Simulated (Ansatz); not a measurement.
# Pb: the cost of one run

Method: DFT PBEsol, scalar-relativistic, in Ansatz 0.2.0.

This is Pb in the hcp structure; at room conditions it is fcc.

## (1) The starting structure

It takes space group P6_3/mmc (No. 194, hexagonal). The conventional cell has a = 3.480 Å, b = 3.480 Å, c = 5.590 Å, α = 90.00°, β = 90.00°, γ = 120.00°. Pb (site symmetry -6m2) is surrounded by 12 Pb at 3.44 to 3.48 Å.

Structure file:

```cif
data_structure
_symmetry_space_group_name_H-M 'P6_3/mmc'
_symmetry_Int_Tables_number 194
_cell_length_a 3.4800
_cell_length_b 3.4800
_cell_length_c 5.5900
_cell_angle_alpha 90.000
_cell_angle_beta 90.000
_cell_angle_gamma 120.000
_cell_volume 58.63
loop_
_atom_site_label
_atom_site_type_symbol
_atom_site_symmetry_multiplicity
_atom_site_Wyckoff_symbol
_atom_site_fract_x
_atom_site_fract_y
_atom_site_fract_z
_atom_site_occupancy
Pb1 Pb 2 c 0.33333 0.66667 0.25000 1
```

The file gives the conventional cell by its symmetry; the runs use the cell typed in the input.

Structure: COD 1537623, as refined from experiment and not relaxed.

Atoms are numbered in the order of the input: Pb1, Pb2.

## (2) All-electron LAPW

Input file input.yaml:

```yaml
crystal:
  lattice:
    - [3.4800006906, 0.0, 0.0]
    - [-1.7400003453, 3.0137690032, 0.0]
    - [0.0, 0.0, 5.59]
  atoms:
    - { symbol: Pb, position: [0.3333333333, 0.6666666667, 0.25] }
    - { symbol: Pb, position: [0.6666666667, 0.3333333333, 0.75] }
kpoints:
  mp_grid: { grid: [12, 12, 7] }
  band_path:
    path:
      - [0.0, 0.0, 0.0]
      - [0.5, 0.0, 0.0]
      - [0.3333333333, 0.3333333333, 0.0]
      - [0.0, 0.0, 0.0]
      - [0.0, 0.0, 0.5]
      - [0.5, 0.0, 0.5]
      - [0.3333333333, 0.3333333333, 0.5]
      - [0.0, 0.0, 0.5]
      - [0.5, 0.0, 0.5]
    npoints: 14
scf:
  occupations: { method: fermi_dirac, width: 0.05 }
hamiltonian:
  xc: pbesol
  pseudopotentials: { kind: all_electron, lapw: { basis_error: 0.0005 } }
output:
  forces: true
  stress: true
  eigenvalues: true
  populations: true
  dos: { projected: true, de: 0.2, e_range: [-14, 8] }
```

Launch:

```bash
ansatz run input.yaml --threads 1 --pin off --max-ram 3072MiB --backend cpu --events-out ev --progress --plain --runs-dir out
```

Q: Estimate wall time and peak memory on 1 thread of Intel Xeon Platinum 8488C (Sapphire Rapids), shared host.

About 29 s, with a peak of 0.48 GiB.
